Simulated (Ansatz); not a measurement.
# WC: the cost of one run

Computed with Ansatz 0.2.0 (DFT, PBE, plane-wave PAW, default files, scalar-relativistic, unless a step's input says otherwise).

### 1 The starting structure

The structure is hexagonal, space group P-6m2 (No. 187). Conventional cell: a = 2.898 Å, b = 2.898 Å, c = 2.831 Å, α = 90.00°, β = 90.00°, γ = 120.00°. W (site symmetry -6m2) has 6 C at 2.19 Å as nearest neighbours. C (site symmetry -6m2) has 6 W at 2.19 Å as nearest neighbours.

Coordinates:

```cif
data_structure
_symmetry_space_group_name_H-M 'P-6m2'
_symmetry_Int_Tables_number 187
_cell_length_a 2.8982
_cell_length_b 2.8982
_cell_length_c 2.8314
_cell_angle_alpha 90.000
_cell_angle_beta 90.000
_cell_angle_gamma 120.000
_cell_volume 20.60
loop_
_atom_site_label
_atom_site_type_symbol
_atom_site_symmetry_multiplicity
_atom_site_Wyckoff_symbol
_atom_site_fract_x
_atom_site_fract_y
_atom_site_fract_z
_atom_site_occupancy
W1 W 1 a 0.00000 0.00000 0.00000 1
C1 C 1 f 0.66667 0.33333 0.50000 1
```

The earlier run gave: no gap over 0.1 eV on the mesh, largest force 0.000 eV/Å, pressure 8.6 GPa.

Like atoms gathered into sites:

```tsv
site	atoms	first shell	V_zz (10²¹ V/m²)	η	C_Q (MHz)
W	1	6 C at 2.19 Å	-13.76	0.00	–
C	2	6 W at 2.19 Å	0.086	0.00	–
```

C_Q = eQV_zz/h, which is 24.18 MHz for Q = 1 b and V_zz = 10²¹ V/m²; η = (V_xx − V_yy)/V_zz. Nuclear quadrupole moments: year-2017 set (Pyykkö). A dash under C_Q marks elements without a common quadrupolar isotope.

### 2 Z stretched by -3 %, ions relaxed

The input, input.yaml:

```yaml
crystal:
  lattice:
    - [2.8982, 0.0, 0.0]
    - [-1.4491, 2.5099148252, 0.0]
    - [0.0, 0.0, 2.746458]
  atoms:
    - { symbol: W, position: [0.0, 0.0, 0.0], spin: 2.0 }
    - { symbol: C, position: [0.6666666667, 0.3333333333, 0.5] }
magnetization:
  spin_polarized: true
kpoints:
  mp_grid: { grid: [18, 18, 16] }
scf:
  occupations: { method: fermi_dirac, width: 0.05 }
hamiltonian:
  xc: pbe
  pseudopotentials: { kind: paw }
output:
  forces: true
  stress: true
  populations: true
  efg: { contact_densities: true }
relax:
  f_tol: 0.02
  max_steps: 60
```

Run with:

```bash
$ ansatz run input.yaml --threads 1 --pin off --max-ram 3072MiB --backend cpu --events-out ev --progress --plain --runs-dir out
```

What time and memory should one allow on 1 thread of Intel Xeon 6975P-C (Granite Rapids), shared host?

About 18 s, with a peak of 0.64 GiB.
